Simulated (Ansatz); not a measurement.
# SnO: the cost of one run

Method: DFT PBEsol, scalar-relativistic, plane waves, PAW, in Ansatz 0.2.0.

17 further runs of the same task are left out: 17 set aside as unsound or not needed.

## Step 1: Starting point

It takes space group P4/nmm (No. 129, tetragonal). Conventional cell: a = 3.802 Å, b = 3.802 Å, c = 4.836 Å, α = 90.00°, β = 90.00°, γ = 90.00°. Sn (site symmetry 4mm) is surrounded by 4 O at 2.22 Å. O (site symmetry -4m2) has 4 Sn at 2.22 Å as nearest neighbours.

As a file:

```cif
data_structure
_symmetry_space_group_name_H-M 'P 1'
_symmetry_Int_Tables_number 1
_cell_length_a 3.8020
_cell_length_b 3.8020
_cell_length_c 4.8360
_cell_angle_alpha 90.000
_cell_angle_beta 90.000
_cell_angle_gamma 90.000
_cell_volume 69.91
loop_
_atom_site_label
_atom_site_type_symbol
_atom_site_fract_x
_atom_site_fract_y
_atom_site_fract_z
_atom_site_occupancy
Sn1 Sn 0.00000 0.50000 0.23850 1
Sn2 Sn 0.50000 0.00000 0.76150 1
O1 O 0.00000 0.00000 0.00000 1
O2 O 0.50000 0.50000 0.00000 1
```

Source of the structure: the Crystallography Open Database.

## Step 5: The grid

The energy is mapped over volume and the cell's shape.

- volume per atom: 7 values from 15.13 to 19.25 Å³
- c/a of the conventional cell: 7 values from 1.041 to 1.498

Nothing else is relaxed (fractional coordinates fixed). Energies count from the relaxed crystal. Points are written as (first, second).

(The set-up runs are not shown.)

## Step 6: The run at (16.50 Å³, 1.327)

input.yaml reads:

```yaml
crystal:
  lattice:
    - [3.6780785545, 0.0, 0.0]
    - [0.0, 3.6780785545, 0.0]
    - [0.0, 0.0, 4.8789712025]
  atoms:
    - { symbol: Sn, position: [0.0, 0.5, 0.2425296443] }
    - { symbol: Sn, position: [0.5, 0.0, 0.7574703557] }
    - { symbol: O, position: [0.0, 0.0, 0.0] }
    - { symbol: O, position: [0.5, 0.5, 0.0] }
basis:
  ecutwfc: 520.0
kpoints:
  mp_grid: { grid: [12, 12, 10] }
hamiltonian:
  xc: pbesol
scf:
  occupations: { method: gaussian, width: 0.15 }
output:
  forces: true
  stress: true
  eigenvalues: true
```

Started as:

```sh
ansatz run input.yaml --threads 1 --pin off --max-ram 2048MiB --backend cpu --events-out ev --progress --plain --runs-dir out
```

**Question.** How long does this run take on 1 thread of Intel Xeon Platinum 8259CL at 2.50GHz (Skylake/Cascade Lake), shared host, and how much memory does it need?

About 18 s, with a peak of 0.59 GiB.
